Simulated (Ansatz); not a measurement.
# C₇H₇O radical: energies up the ladder

An exercise on one series of results from a longer session: the logs are not shown, and one member is left open.

Method: the levels named in each step, in Ansatz 0.2.0.

## The structure to begin with

Bond lengths (14 of 15 bonds, heavy atoms first): C1–C2 1.499 Å, C2–C3 1.403 Å, C3–C4 1.396 Å, C4–C5 1.366 Å, C5–C6 1.451 Å, C6–O7 1.238 Å, C2–C8 1.371 Å, C6–C8 1.448 Å, C1–H9 1.087 Å, C1–H10 1.090 Å, C1–H11 1.087 Å, C3–H12 1.080 Å, C4–H13 1.081 Å, C5–H14 1.079 Å. Angles (14 of 24 angles, heavy atoms first): C1–C2–C3 120.0°, C1–C2–C8 120.9°, C3–C2–C8 119.1°, C2–C3–C4 121.0°, C3–C4–C5 120.8°, C4–C5–C6 120.9°, C5–C6–O7 122.1°, C5–C6–C8 115.9°, O7–C6–C8 122.0°, C2–C8–C6 122.3°, C2–C1–H9 111.0°, C2–C1–H10 109.8°, C2–C1–H11 110.8°, C2–C3–H12 119.4°.

Structure file:

```xyz
15

C     2.6825   -0.4480   -0.1620
C     1.1867   -0.3648   -0.1013
C     0.4153   -1.5325   -0.1977
C    -0.9786   -1.4802   -0.1300
C    -1.6265   -0.2899    0.0375
C    -0.8861    0.9525    0.1492
O    -1.4512    2.0431    0.3055
C     0.5548    0.8405    0.0654
H     3.0016   -1.3297   -0.7123
H     3.0903   -0.5121    0.8471
H     3.0998    0.4370   -0.6358
H     0.9082   -2.4845   -0.3295
H    -1.5445   -2.3973   -0.2135
H    -2.7024   -0.2292    0.0912
H     1.1169    1.7599    0.1418
```

Set-up of the first run:

Input file input.yaml:

```yaml
crystal:
  periodic: [false, false, false]
  atoms:
    - { symbol: C, position_ang: [2.68247, -0.44798, -0.16195] }
    - { symbol: C, position_ang: [1.18675, -0.36478, -0.10129] }
    - { symbol: C, position_ang: [0.41528, -1.53252, -0.1977] }
    - { symbol: C, position_ang: [-0.97855, -1.48018, -0.13004] }
    - { symbol: C, position_ang: [-1.62652, -0.28995, 0.03754] }
    - { symbol: C, position_ang: [-0.88611, 0.95245, 0.14915] }
    - { symbol: O, position_ang: [-1.45117, 2.04311, 0.30552] }
    - { symbol: C, position_ang: [0.55484, 0.84046, 0.06537] }
    - { symbol: H, position_ang: [3.00164, -1.32973, -0.71227] }
    - { symbol: H, position_ang: [3.09035, -0.51207, 0.84708] }
    - { symbol: H, position_ang: [3.09983, 0.43695, -0.63577] }
    - { symbol: H, position_ang: [0.90824, -2.48452, -0.32952] }
    - { symbol: H, position_ang: [-1.54451, -2.39728, -0.21348] }
    - { symbol: H, position_ang: [-2.70245, -0.22921, 0.09119] }
    - { symbol: H, position_ang: [1.11694, 1.75989, 0.1418] }
magnetization:
  spin_polarized: true
  initial_magnetization: 1
basis:
  gaussian: { orbitals: def2-SVPD }
hamiltonian:
  xc: pbe
  dispersion: d4
relax:
  f_tol: 0.03
  max_steps: 200
```

On the command line:

```sh
$ ansatz run input.yaml --threads 8 --pin off --max-ram 22528MiB --backend cpu --events-out ev --progress --plain --runs-dir out
```

Among the steps run: A rough first relaxation, PBE-D4/def2-SVPD; Relaxation, PBE0-D4/def2-TZVPD; Relaxation, PBE0-D4/def2-SVPD; Frequencies, PBE0-D4/def2-SVPD; Single point, PBE-D4/def2-TZVPPD; Single point, r2SCAN-D4/def2-TZVPPD; Single point, B3LYP-D4/def2-TZVPPD; Single point, wB97M-V/def2-TZVPPD; Single point, B2PLYP/def2-TZVPPD; Single point, PBE0-D4/def2-TZVPPD; Single point, LDA/def2-TZVPPD; Single point, PBE0-D4/def2-SVPD; Single point, PBE-D4/def2-SVPD; The anion of multiplicity 1 at the same geometry, PBE0-D4/def2-TZVPPD; The anion of multiplicity 1 at the same geometry, PBE-D4/def2-TZVPPD; The anion of multiplicity 1 at the same geometry, r2SCAN-D4/def2-TZVPPD; The anion of multiplicity 1 at the same geometry, B3LYP-D4/def2-TZVPPD; The anion of multiplicity 1 at the same geometry, wB97M-V/def2-TZVPPD; The anion of multiplicity 1 at the same geometry, B2PLYP/def2-TZVPPD.

One table of the session follows, with a row left open; its other results are not shown here.

It belongs to the step «Vertical electron affinity». 

```
                level  vertical electron affinity (eV)  from B2PLYP/def2-TZVPPD (eV)
  PBE0-D4/def2-TZVPPD                            2.034                        -0.110
   PBE-D4/def2-TZVPPD                                ?                             ?
r2SCAN-D4/def2-TZVPPD                            1.988                        -0.156
 B3LYP-D4/def2-TZVPPD                            2.114                        -0.031
  wB97M-V/def2-TZVPPD                            2.039                        -0.106
   B2PLYP/def2-TZVPPD                            2.145                        -0.000
```

**Question.** Estimate the row for PBE-D4/def2-TZVPPD.

**Answer.** vertical electron affinity (eV): 2.115; from B2PLYP/def2-TZVPPD (eV): -0.030. In the column «vertical electron affinity (eV)» it lies between B3LYP-D4/def2-TZVPPD (2.114) and B2PLYP/def2-TZVPPD (2.145).
